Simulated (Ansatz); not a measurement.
**Be₂H₂ (singlet): the correlation ladder at distance Be1–H3 = 1.062 Å, cc-pVDZ**

One table from this session's results is given with a row withheld; the runs are named, their logs left out.

The runs use Ansatz 0.2.0, Gaussian basis; cc-pVDZ, core rule «outside noble gas», up to 2 orbitals frozen.

Plan: UHF; CCSD(T) on RHF; BCCD(T) on RHF; CISD; CCSDT(Q) on RHF; CASSCF and MRCISD+Q, 2 electrons in 2 orbitals; CASSCF and NEVPT2, 2 electrons in 2 orbitals; Full CI.

45 further runs of the same task are left out: 25 for a known fault of the program, 13 that didn't finish, 7 set aside as unsound or not needed. Runs told in other sessions of the task aren't counted.

**What is computed**

The geometry derives from a PBE0/def2-TZVP stationary point (not a proven minimum). One bond is set to the value named and the two fragments are kept rigid.

4 atoms, charge 0, spin multiplicity 1.

Atoms are counted from 1 here; the program's logs count them from 0.

Bond lengths: Be1–H3 1.062 Å, Be2–H4 1.348 Å.

The first run:

Input file in.yaml:

```yaml
crystal:
  periodic: [false, false, false]
  atoms:
    - {symbol: Be, position_ang: [0.000000, 0.000000, 1.124109]}
    - {symbol: Be, position_ang: [0.000000, 0.000000, -0.981350]}
    - {symbol: H, position_ang: [0.000000, 0.000000, 2.186109]}
    - {symbol: H, position_ang: [0.000000, 0.000000, -2.328868]}
basis:
  gaussian: {orbitals: cc-pVDZ}
magnetization: {spin_polarized: true, initial_magnetization: 0}
hamiltonian: {xc: hf}
output: {orbitals: {seedname: orbitals}}
```

Command:

```bash
> ansatz run in.yaml --threads 1 --pin off --events-out ev --progress --plain --max-ram 2393MiB
```

Steps of the session up to this table: UHF; CCSD(T) on RHF; BCCD(T) on RHF; CISD; CCSDT(Q) on RHF; CASSCF and MRCISD+Q, 2 electrons in 2 orbitals; CASSCF and NEVPT2, 2 electrons in 2 orbitals; Full CI.

One table of the session follows, with a row left open; its other results are not shown here.

| method | from FCI (meV) |
| --- | --- |
| RHF | ? |
| RMP2 | +818.5 |
| CISD | +181.8 |
| RCCSD | +49.1 |
| RCCSD(T) | +13.5 |
| BCCD(T) | +13.4 |
| RCCSDT | +1.5 |
| RCCSDT(Q) | +0.4 |
| CASSCF pair | +2623.8 |
| NEVPT2 pair | +805.9 |
| MRCISD pair | +144.1 |
| MRCISD+Q pair | -15.9 |
| FCI | 0 |

Q: Estimate the row for RHF from the others.

**Answer.** from FCI (meV): +2974.0. In the column «from FCI (meV)» it is the highest.

Limits of these values: MRCISD+Q pair falls below full CI: the +Q correction isn't variational, and the cores differ from full CI's.
